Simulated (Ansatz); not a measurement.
**CH₃Cl₃TeTiZn: one species, many methods**

One table from this session's results is given with a row withheld; the runs are named, their logs left out.

Program: Ansatz 0.2.0, Gaussian basis. Level of theory: functionals in def2-TZVPP, the program's frozen cores in correlated methods. These are calculated values, not measurements.

Levels to be run: LDA (SPW92), PBE-D4, revPBE-D4, BLYP-D4, r2SCAN-D4, B97M-V, PBE0-D4, B3LYP-D4, r2SCANh-D4, r2SCAN0-D4, HSE06-D4, BHLYP-D4, CAM-B3LYP-D4, LC-ωPBE, ωB97X-V, ωB97M-V, B2PLYP, PBE-QIDH; CCSD(T)/def2-SVP; CCSD(T)/def2-TZVPP; MP2/def2-QZVPP; extrapolation to the limit; RPA on PBE.

### Structure used throughout

An earlier PBE0-D4 in a triple-zeta def2 set relaxation fixed the geometry. Te takes the def2 core potential; no spin-orbit term is included.

SMILES `[CH3][Zn][Te][Ti]([Cl])([Cl])[Cl]`, 10 atoms, charge 0, spin multiplicity 1.

Atoms are counted from 1 here; the program's logs count them from 0.

Bond lengths: C1–Zn2 1.948 Å, C1–H8 1.091 Å, C1–H9 1.091 Å, C1–H10 1.091 Å, Zn2–Te3 2.553 Å, Te3–Ti4 2.535 Å, Ti4–Cl5 2.172 Å, Ti4–Cl6 2.235 Å, Ti4–Cl7 2.172 Å. Angles: Zn2–C1–H8 109.7°, Zn2–C1–H9 109.7°, Zn2–C1–H10 110.6°, H8–C1–H9 108.7°, H8–C1–H10 109.1°, H9–C1–H10 109.1°, C1–Zn2–Te3 157.4°, Zn2–Te3–Ti4 76.9°, Te3–Ti4–Cl5 109.0°, Te3–Ti4–Cl6 106.9°, Te3–Ti4–Cl7 109.0°, Cl5–Ti4–Cl6 110.8°, Cl5–Ti4–Cl7 110.3°, Cl6–Ti4–Cl7 110.8°.

Set-up of the first run:

in.yaml reads:

```yaml
crystal:
  periodic: [false, false, false]
  atoms:
    - {symbol: C, position_ang: [-0.087047, -1.177322, 2.241958]}
    - {symbol: Zn, position_ang: [0.506515, -0.473250, 0.525074]}
    - {symbol: Te, position_ang: [2.108074, -0.025857, -1.412717]}
    - {symbol: Ti, position_ang: [-0.013864, 1.155673, -2.138650]}
    - {symbol: Cl, position_ang: [0.409092, 3.270080, -2.401998]}
    - {symbol: Cl, position_ang: [-1.517389, 0.843326, -0.514911]}
    - {symbol: Cl, position_ang: [-0.703574, 0.285429, -4.005769]}
    - {symbol: H, position_ang: [-0.389220, -0.354429, 2.892191]}
    - {symbol: H, position_ang: [-0.943604, -1.837180, 2.092740]}
    - {symbol: H, position_ang: [0.714216, -1.737571, 2.725081]}
basis:
  gaussian: {orbitals: def2-TZVPP}
hamiltonian: {xc: lda}
output: {orbitals: {seedname: orbitals}}
```

Among the steps run: LDA; PBE-D4 (GGA); revPBE-D4 (GGA); BLYP-D4 (GGA); r2SCAN-D4 (meta-GGA); B97M-V (meta-GGA); PBE0-D4 (hybrid); B3LYP-D4 (hybrid); r2SCANh-D4 (hybrid); r2SCAN0-D4 (hybrid); HSE06-D4 (hybrid); BHLYP-D4 (hybrid); CAM-B3LYP-D4 (range-separated); LC-ωPBE (range-separated); ωB97X-V (range-separated); ωB97M-V (range-separated); B2PLYP (double hybrid); PBE-QIDH (double hybrid).

One table of the session follows, with a row left open; its other results are not shown here.

It belongs to the step «Frontier levels by functional». 

| functional | HOMO (eV) | LUMO (eV) | gap (eV) |
| --- | --- | --- | --- |
| LDA (SPW92) | -6.32 | -4.39 | 1.93 |
| PBE-D4 | -6.14 | -4.17 | 1.98 |
| revPBE-D4 | -6.08 | -4.09 | 1.99 |
| BLYP-D4 | -5.94 | -4.00 | 1.94 |
| r2SCAN-D4 | -6.41 | -4.18 | 2.23 |
| B97M-V | -6.36 | -4.13 | 2.23 |
| PBE0-D4 | -7.13 | -3.39 | 3.75 |
| B3LYP-D4 | -6.90 | -3.55 | 3.34 |
| r2SCANh-D4 | -6.77 | -3.87 | 2.90 |
| r2SCAN0-D4 | -7.31 | -3.37 | 3.94 |
| HSE06-D4 | ? | ? | ? |
| BHLYP-D4 | -7.93 | -2.35 | 5.57 |
| CAM-B3LYP-D4 | -8.25 | -2.36 | 5.89 |
| LC-ωPBE | -9.49 | -1.45 | 8.04 |
| ωB97X-V | -9.19 | -1.41 | 7.78 |
| ωB97M-V | -9.07 | -1.38 | 7.69 |

**Question.** Estimate the row for HSE06-D4.

**Answer.** HOMO (eV): -6.75; LUMO (eV): -3.76; gap (eV): 2.99. In the column «HOMO (eV)» it lies between r2SCANh-D4 (-6.77) and r2SCAN-D4 (-6.41).
